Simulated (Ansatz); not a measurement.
Born–Oppenheimer molecular dynamics of a periodic cell of 28 atoms, PWO4F (host PWO4F, host structure P-1). It starts from an unrelaxed structure (largest force component 1.00 eV/Å).

The calculation used DFT PBEsol, scalar-relativistic, plane waves, PAW (Ansatz 0.2.0). Settings: accuracy low, cutoff 420 eV, k mesh 1x1x1, fermi-dirac smearing 0.05 eV, no spin polarisation.

```json
{"ensemble": "NVT, Nosé–Hoover chain", "time step": "1 fs", "steps asked": "90", "set temperature": "900 K", "thermostat": "time constant 50 fs, chain length 3", "seed": "127510"}
```

First frame:

```xyz
28
Lattice="-2.9880 2.9657 6.8978 2.8607 -2.3991 6.8978 4.9146 5.3648 0.0000" Properties=species:S:1:pos:R:3
P 0.906 5.479 8.540
P 3.414 5.817 5.256
W 0.000 0.000 0.000
W 1.197 1.483 3.449
O -1.563 1.750 6.100
O 3.364 4.604 6.202
O 2.706 0.382 4.246
O -0.172 0.395 4.485
O 0.956 6.692 7.593
O 2.548 0.185 9.550
O 2.566 2.571 2.413
O 0.969 4.181 7.696
F 1.360 2.814 5.071
F 1.034 0.152 1.827
P 1.373 0.114 8.540
P 3.881 0.453 5.256
W 2.394 2.966 6.898
W 3.590 4.449 10.347
O 3.818 1.750 6.100
O 3.831 -0.760 6.202
O 2.239 5.747 4.246
O 2.221 3.360 11.383
O 1.423 1.327 7.593
O 2.081 5.549 9.550
O 4.960 5.537 9.310
O 6.350 4.181 7.696
F 3.753 5.780 11.969
F 3.428 3.117 8.724
```

Q: What does the run give?

A: All steps were run.

```json
{
  "steps done": "90",
  "time covered": "90 fs",
  "mean temperature over the second half": "680 K",
  "spread of the potential energy over the second half": "16.1 meV per atom",
  "mean potential energy of the second half above the start": "60.8 meV per atom"
}
```

The conserved energy stayed within 0.22 meV per atom of its start (net change 0.044 meV per atom), so the integration is sound. The mean temperature of the second half is 24 % below the set value. A run of 0.09 ps of so small a system gives no equilibrium averages. Limits of this set-up: coarse k mesh, low accuracy level.

Q: What happens to the structure?

A: Mean squared displacements from the first frame to the last, about the centre of mass: P 0.02 Å², W 0.02 Å², O 0.12 Å², F 0.19 Å². The details hang on the random start.

Q: How do temperature and energy run in time?

A: 
```csv
time (fs),T (K),potential energy less start (eV),conserved less start (meV/atom)
0.0,900,0.000,0.00
3.0,860,0.140,0.01
6.0,747,0.536,0.06
9.0,617,0.995,0.10
12.0,519,1.347,0.12
15.0,477,1.503,0.14
18.0,504,1.427,0.12
21.0,576,1.199,0.06
24.0,633,1.035,0.02
27.0,635,1.075,0.05
30.0,618,1.183,0.11
33.0,638,1.164,0.08
36.0,665,1.127,0.02
39.0,628,1.318,0.02
42.0,526,1.737,0.10
45.0,442,2.084,0.20
48.0,474,2.025,0.19
51.0,620,1.577,0.08
54.0,767,1.139,0.00
57.0,823,1.028,0.03
60.0,804,1.172,0.10
63.0,773,1.344,0.11
66.0,745,1.496,0.09
69.0,693,1.728,0.08
72.0,605,2.076,0.12
75.0,521,2.406,0.18
78.0,507,2.488,0.22
81.0,600,2.197,0.18
84.0,757,1.690,0.07
87.0,867,1.356,-0.01
90.0,850,1.469,0.04
```

Time of the run: 6.7 min on 1 thread of Arm Neoverse V1 (shared host), peak memory 0.53 GiB.
